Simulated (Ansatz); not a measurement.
# CH4ClO2Si radical: up Jacob's ladder to CCSD(T)

How much do the methods differ for CH4ClO2Si radical? The plan is to run it at one geometry with functionals of several rungs and with coupled cluster. The yardstick is the atomisation energy at the CCSD(T) limit.

Method: functionals in def2-TZVPP, the program's frozen cores in correlated methods; program: Ansatz 0.2.0, Gaussian basis.

Plan: PBE-D4, r2SCAN-D4, PBE0-D4, B3LYP-D4, ωB97X-V, ωB97M-V, B2PLYP; CCSD(T)/def2-TZVPP; MP2/def2-QZVPP; extrapolation to the limit.

**1. The geometry**

An earlier PBE0-D4 in a triple-zeta def2 set relaxation fixed the geometry.

9 atoms, charge 0, spin multiplicity 2.

Atoms are counted from 1 here; the program's logs count them from 0.

Bond lengths: C1–O2 1.413 Å, C1–H6 1.095 Å, C1–H7 1.093 Å, C1–H8 1.090 Å, O2–Si3 1.615 Å, Si3–O4 1.650 Å, Si3–Cl5 2.043 Å, Si3–H9 1.477 Å. Angles: O2–C1–H6 111.8°, O2–C1–H7 110.2°, O2–C1–H8 108.2°, H6–C1–H7 108.9°, H6–C1–H8 108.8°, H7–C1–H8 109.0°, C1–O2–Si3 126.1°, O2–Si3–O4 110.0°, O2–Si3–Cl5 113.7°, O2–Si3–H9 109.8°, O4–Si3–Cl5 99.6°, O4–Si3–H9 114.0°, Cl5–Si3–H9 109.5°.

**2. PBE-D4 (GGA)**

The input, in.yaml:

```yaml
crystal:
  periodic: [false, false, false]
  atoms:
    - {symbol: C, position_ang: [0.579443, 1.126490, 0.664766]}
    - {symbol: O, position_ang: [-0.526489, 0.275527, 0.442603]}
    - {symbol: Si, position_ang: [-0.533629, -1.059064, -0.466988]}
    - {symbol: O, position_ang: [-1.800633, -2.025398, -0.039909]}
    - {symbol: Cl, position_ang: [-1.011950, -0.715390, -2.423295]}
    - {symbol: H, position_ang: [1.527774, 0.579565, 0.628175]}
    - {symbol: H, position_ang: [0.599966, 1.921091, -0.085340]}
    - {symbol: H, position_ang: [0.470837, 1.574756, 1.652802]}
    - {symbol: H, position_ang: [0.783084, -1.723977, -0.389914]}
basis:
  gaussian: {orbitals: def2-TZVPP}
magnetization: {spin_polarized: true, initial_magnetization: 1}
hamiltonian: {xc: pbe, dispersion: d4}
output: {forces: true, orbitals: {seedname: orbitals}}
```

Started as:

```sh
$ ansatz run in.yaml --threads 2 --pin off --events-out ev --progress --plain --max-ram 32768MiB --backend cpu
```

The runs that follow: r2SCAN-D4 (meta-GGA); PBE0-D4 (hybrid); B3LYP-D4 (hybrid); ωB97X-V (range-separated); ωB97M-V (range-separated); B2PLYP (double hybrid); CCSD(T) in def2-TZVPP; MP2 in def2-QZVPP.

Before running them: what should the planned runs give, taken together? Wanted: atomisation energy, CCSD(T)/CBS; farthest; mean size of error, hybrid; mean size of error, range-separated; gap, smallest and largest; T1 diagnostic; triples share of the correlation energy.

**Answer**, as computed:

| quantity | value |
| --- | --- |
| atomisation energy, CCSD(T)/CBS | 3265.0 kJ/mol |
| functionals within 16.3 kJ/mol (0.5 %) | PBE0-D4, B3LYP-D4, ωB97X-V, ωB97M-V |
| farthest | PBE-D4 (+60.6 kJ/mol) |
| mean size of error, hybrid | 13.1 kJ/mol |
| mean size of error, range-separated | 12.1 kJ/mol |
| gap, smallest and largest | 0.80 eV (PBE-D4), 8.68 eV (ωB97X-V) |
| T1 diagnostic | 0.0146 |
| triples share of the correlation energy | 3.6 % |

What this shows: PBE-D4 is off by +60.6 kJ/mol. Double hybrids carry the basis error of their MP2 part in triple zeta, and no dispersion term here, so their miss is partly the set-up's. Misses under about 16.3 kJ/mol are within the doubt on the reference itself, which lacks core-valence correlation, relativity and higher excitations. Hartree-Fock recovers 73 % of the binding; the rest is correlation. The gap grows from 0.8 to 8.7 eV across the functionals, mostly with the share of exact exchange.
